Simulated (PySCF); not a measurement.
The system is CSKH3, in a box.

```xyz
6
Lattice="13.0000 0.0000 0.0000 0.0000 12.0000 0.0000 0.0000 0.0000 12.0000" Properties=species:S:1:pos:R:3 pbc="T T T"
C     5.6088    6.6811    5.3704
S     5.9755    5.0023    5.9665
K     8.3705    4.6459    7.3897
H     4.6555    6.6776    4.8368
H     6.3731    7.0438    4.6783
H     5.5242    7.3961    6.1927
```

Base run:

```yaml
Program: PySCF 2.14.0
Functional: rSCAN
Dispersion: D4
Potentials_or_basis: def2-svp (all-electron)
k_mesh: 1 × 1 × 1
Occupations: fixed
Spin: no spin polarisation
```

Its results: gap between the frontier levels 1.83 eV.

**Question.** The run is repeated on the same cell with these changes: functional from rSCAN to PW91. What comes out?

**Answer.** Gap between the frontier levels 1.22 eV.

rSCAN gives the wider gap, since meta-GGAs in the generalised Kohn-Sham scheme recover part of the derivative discontinuity.

Caveats: this is a molecule in a periodic box at the Γ point, so its band gap is the HOMO-LUMO gap; the basis of atomic orbitals isn't converged, which shifts pressures, moduli and gaps.

A k mesh can miss the band edges.

Not every run made on this cell is shown here.
